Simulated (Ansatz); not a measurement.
# Lu2Ga8Co: the cost of one run

Program: Ansatz 0.2.0. Level of theory: DFT PBEsol, scalar-relativistic, plane waves, PAW. These are calculated values, not measurements.

1 further run of the same task is left out (set aside as unsound or not needed).

## Step 1: The structure to begin with

Symmetry: P4/mmm, No. 123, tetragonal system. Conventional cell: a = 4.122 Å, b = 4.122 Å, c = 10.802 Å, α = 90.00°, β = 90.00°, γ = 90.00°. Lu (site symmetry 4mm) is surrounded by 12 Ga at 2.90 to 2.93 Å and 1 Co at 3.32 Å. Ga (site symmetry 2mm) is surrounded by 2 Co at 2.43 Å and 7 Ga at 2.56 to 2.92 Å and 2 Lu at 2.90 Å. Ga (site symmetry mmm) has 8 Ga at 2.92 to 2.94 Å and 4 Lu at 2.93 Å in its first shell of neighbours. Ga (site symmetry 4mm) is surrounded by 8 Ga at 2.89 to 2.94 Å and 4 Lu at 2.92 Å. Around Co (site symmetry 4/mmm) lie 8 Ga at 2.43 Å.

Coordinates:

```cif
data_structure
_symmetry_space_group_name_H-M 'P4/mmm'
_symmetry_Int_Tables_number 123
_cell_length_a 4.1225
_cell_length_b 4.1225
_cell_length_c 10.8015
_cell_angle_alpha 90.000
_cell_angle_beta 90.000
_cell_angle_gamma 90.000
_cell_volume 183.57
loop_
_atom_site_label
_atom_site_type_symbol
_atom_site_symmetry_multiplicity
_atom_site_Wyckoff_symbol
_atom_site_fract_x
_atom_site_fract_y
_atom_site_fract_z
_atom_site_occupancy
Lu1 Lu 2 g 0.00000 0.00000 0.69293 1
Ga1 Ga 4 i 0.50000 0.00000 0.88146 1
Ga2 Ga 2 e 0.50000 0.00000 0.50000 1
Ga3 Ga 2 h 0.50000 0.50000 0.69361 1
Co1 Co 1 a 0.00000 0.00000 0.00000 1
```

It goes back to an entry of the Materials Project.

It is the result of an earlier relaxation at this level (volume 16.69 Å³/atom; gap on the mesh: none (metal)).

## Step 2: A stricter relaxation, with the smearing for a metal

The response runs start from a cell at rest, found with their own mesh and filling of the bands.

Contents of input.yaml:

```yaml
crystal:
  lattice:
    - [4.1224861129, 0.0, 0.0]
    - [0.0, 4.1224861129, 0.0]
    - [0.0, 0.0, 10.8015275644]
  atoms:
    - { symbol: Lu, position: [0.0, 0.0, 0.6929290464] }
    - { symbol: Lu, position: [0.0, 0.0, 0.3070709536] }
    - { symbol: Ga, position: [0.5, 0.0, 0.8814619063] }
    - { symbol: Ga, position: [0.0, 0.5, 0.8814619063] }
    - { symbol: Ga, position: [0.5, 0.0, 0.1185380937] }
    - { symbol: Ga, position: [0.0, 0.5, 0.1185380937] }
    - { symbol: Ga, position: [0.5, 0.0, 0.5] }
    - { symbol: Ga, position: [0.0, 0.5, 0.5] }
    - { symbol: Ga, position: [0.5, 0.5, 0.6936050465] }
    - { symbol: Ga, position: [0.5, 0.5, 0.3063949535] }
    - { symbol: Co, position: [0.0, 0.0, 0.0] }
basis:
  ecutwfc: 420
kpoints:
  mp_grid: { grid: [8, 8, 4] }
hamiltonian:
  xc: pbesol
scf:
  occupations: { method: fermi_dirac, width: 0.15 }
output:
  forces: true
  stress: true
  eigenvalues: true
relax:
  adjacent_minimum: "off"
  f_tol: 0.001
  max_steps: 60
  cell: { stress_tol: 0.01 }
```

Run with:

```console
$ ansatz run input.yaml --threads 4 --pin off --max-ram 10240MiB --backend cpu --events-out ev --progress --plain --runs-dir out
```

Q: Estimate wall time and peak memory on 4 threads of Intel Xeon at 2.50GHz (Skylake/Cascade Lake), shared host.

About 3 min, with a peak of 1.2 GiB.
